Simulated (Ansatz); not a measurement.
**V (Im-3m): equation of state**

One table from this session's results is given with a row withheld; the runs are named, their logs left out.

Computed with Ansatz 0.2.0 (DFT LDA, scalar-relativistic, plane waves, PAW, unless a step's input says otherwise).

### The starting structure

The structure is cubic, space group Im-3m (No. 229). The conventional cell has a = 2.925 Å, b = 2.925 Å, c = 2.925 Å, α = 90.00°, β = 90.00°, γ = 90.00°. V (site symmetry m-3m) has 8 V at 2.53 Å as nearest neighbours.

Coordinates:

```
CELL_PARAMETERS angstrom
-1.46274 1.46274 1.46274
1.46274 -1.46274 1.46274
1.46274 1.46274 -1.46274
ATOMIC_POSITIONS crystal
V 0.00000 0.00000 0.00000
```

An earlier run at LDA left this cell at 12.519 Å³/atom and -0.01 GPa (22×22×22 mesh).

Volume factors to run: 0.980, 1.020, 0.960, 1.040.

The first run:

Input file input.yaml:

```yaml
crystal:
  lattice:
    - [-1.4529225898, 1.4529225898, 1.4529225898]
    - [1.4529225898, -1.4529225898, 1.4529225898]
    - [1.4529225898, 1.4529225898, -1.4529225898]
  atoms:
    - { symbol: V, position: [0.0, 0.0, 0.0] }
basis:
  ecutwfc: 420
  ecutrho_ratio: 4
kpoints:
  mp_grid: { grid: [22, 22, 22] }
hamiltonian:
  xc: lda
scf:
  occupations: { method: gaussian, width: 0.05 }
output:
  forces: true
  stress: true
  eigenvalues: true
```

Launch:

```console
ansatz run input.yaml --threads 1 --pin off --max-ram 2560MiB --backend cpu --events-out ev --progress --plain --runs-dir out
```

Among the steps run: Volume × 0.980; At 1.020 of the relaxed volume; At 0.960 of the relaxed volume; Volume × 1.040.

One of the session's tables, all rows but one given; the rest of the session is left out.

It belongs to the step «Energy and pressure against volume». 

```
volume (Å³/atom)  energy (meV/atom)  pressure (GPa)
          12.018              14.18            9.36
          12.268                  ?               ?
          12.519               0.00           -0.01
          12.769               3.26           -4.03
          13.020              12.50           -7.65
```

Estimate the missing values for volume (Å³/atom) = 12.268.

Worked estimate for «energy (meV/atom)». A straight line through the neighbours (12.018, 14.18) and (12.519, 0.00) gives 14.18 + (0.00 − 14.18) × (12.268 − 12.018) / (12.519 − 12.018) = 7.10; a parabola fitted to 3 rows on both sides gives 3.65.

The run gave: energy (meV/atom): 3.41; pressure (GPa): 4.45. In «energy (meV/atom)» the line misses by +3.69 and the parabola by +0.24.
